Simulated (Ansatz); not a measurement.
# AlV: response to biaxial strain in the a-b plane

The task here is to estimate one member of a computed series from the others.

Computed with Ansatz 0.2.0 (DFT PBEsol, scalar-relativistic, plane waves, PAW, unless a step's input says otherwise).

## Starting point

Symmetry: Cmmm, No. 65, orthorhombic system. Conventional cell: a = 3.536 Å, b = 3.912 Å, c = 4.054 Å, α = 90.00°, β = 90.00°, γ = 90.00°. Al (site symmetry mmm) is surrounded by 4 Al at 2.64 Å and 8 V at 2.69 to 2.82 Å. V (site symmetry mmm) has 4 V at 2.64 Å and 8 Al at 2.69 to 2.82 Å as nearest neighbours.

Structure file:

```
Al V
1.0
     1.76817   -1.95612    0.00000
     1.76817    1.95612    0.00000
     0.00000    0.00000    4.05441
Al V
1 1
Direct
  0.00000 0.00000 0.00000
  0.50000 0.50000 0.50000
```

Source of the structure: the Materials Project (structure only).

The first run:

(A quick probe on a coarse mesh, which set the mesh and smearing, is not shown.)

input.yaml reads:

```yaml
crystal:
  lattice:
    - [1.76817185, -1.9561170771, 0.0]
    - [1.76817185, 1.9561170771, 0.0]
    - [0.0, 0.0, 4.0544070659]
  atoms:
    - { symbol: Al, position: [0.0, 0.0, 0.0] }
    - { symbol: V, position: [0.5, 0.5, 0.5] }
basis:
  ecutwfc: 420
kpoints:
  mp_grid: { grid: [16, 16, 10] }
hamiltonian:
  xc: pbesol
scf:
  occupations: { method: gaussian, width: 0.1 }
output:
  forces: true
  stress: true
  eigenvalues: true
relax:
  adjacent_minimum: "off"
  f_tol: 0.005
  max_steps: 80
  cell: { stress_tol: 0.05 }
```

Among the steps run: Relaxing cell and atoms; Zero strain; At -2.0 %; Strain +2.0 %; The cell strained by -4.0 %; At +4.0 %; Strain -6.0 %; At +6.0 %.

One table of the session follows, with a row left open; its other results are not shown here.

Lengths are those of the vectors of the cell that was run; stresses in GPa:

| strain (%) | ΔE (meV/atom) | a (Å) | b (Å) | c (Å) |
| --- | --- | --- | --- | --- |
| -6.0 | 113.4 | 3.282 | 3.692 | 4.196 |
| -4.0 | 47.6 | 3.352 | 3.771 | 4.144 |
| -2.0 | ? | ? | ? | ? |
| +0.0 | 0.0 | 3.491 | 3.928 | 4.037 |
| +2.0 | 8.9 | 3.561 | 4.006 | 3.971 |
| +4.0 | 33.2 | 3.631 | 4.085 | 3.894 |
| +6.0 | 67.0 | 3.701 | 4.163 | 3.792 |

Q: Estimate the row for strain (%) = -2.0 from the others.

Worked estimate for «ΔE (meV/atom)». A straight line through the neighbours (-4.0, 47.6) and (0.0, 0.0) gives 47.6 + (0.0 − 47.6) × (-2.0 + 4.0) / (0.0 + 4.0) = 23.8; a parabola fitted to 4 rows on both sides gives 11.4.

The run gave: ΔE (meV/atom): 11.5; a (Å): 3.421; b (Å): 3.849; c (Å): 4.092. In «ΔE (meV/atom)» the line misses by +12.3 and the parabola by -0.1.

ΔE is over the unstrained cell. Stress in GPa, positive in compression, on the Cartesian axes of the input. 

Caveats from the session: Warnings in the runs' records: seeded moment not kept.
